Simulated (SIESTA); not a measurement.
# Nb3In under changes of volume

One of the cells (19.477 Å³/atom); the others are scaled copies at fixed shape and fractional positions:

```xyz
4
Lattice="1.7491 -2.3405 0.0000 1.7491 2.3405 0.0000 0.0000 0.0000 9.5155" Properties=species:S:1:pos:R:3 pbc="T T T"
In    0.0000    0.0000    0.0000
Nb    1.7491    0.0000    2.4425
Nb    0.0000    0.0000    4.7577
Nb    1.7491    0.0000    7.0730
```

The cell comes from a database or a generator and needn't be the stable form of this composition.

| Quantity | Value |
| --- | --- |
| Program | SIESTA 5.4.2 |
| Functional | PBEsol |
| Potentials or basis | PseudoDojo 0.4 standard (PBEsol files) |
| Basis | DZP (energy shift 0.003 Ry; two zetas on semicore shells) |
| Grid cutoff | 800 Ry |
| Energy shift | 0.003 Ry |
| k mesh | 10 × 10 × 3 |
| Occupations | fermi-dirac, width 0.05 eV |
| Spin | no spin polarisation |

```tsv
volume (Å³/atom)	energy over the lowest point (meV/atom)	pressure (GPa)	largest force (eV/Å)
17.950	?	?	?
18.332	0.91	2.1	0.083
18.714	0.00	-1.3	0.142
19.477	20.63	-7.1	0.238
19.859	40.75	-9.6	0.291
20.241	66.45	-11.8	0.336
```

Question: What does the run at 17.950 Å³/atom give?

Answer: Energy over the lowest point 10.45 meV/atom; pressure 5.9 GPa; largest force 0.026 eV/Å.

Worked out: A Birch-Murnaghan fit of order 3 (a polynomial in V^(-2/3)) to the other rows has its minimum at 18.56 Å³/atom with B0 = V·E''(V) = 165 GPa and B' = 4.3 at fixed shape and positions, which overstates the stiffness. It gives 10.50 meV/atom at 17.950 Å³/atom, against the run's 10.45, and -dE/dV = 6.0 GPa, against 5.9.

Energies are extrapolated to zero smearing.

Caveats: the basis of atomic orbitals isn't converged, which shifts pressures, moduli and gaps.
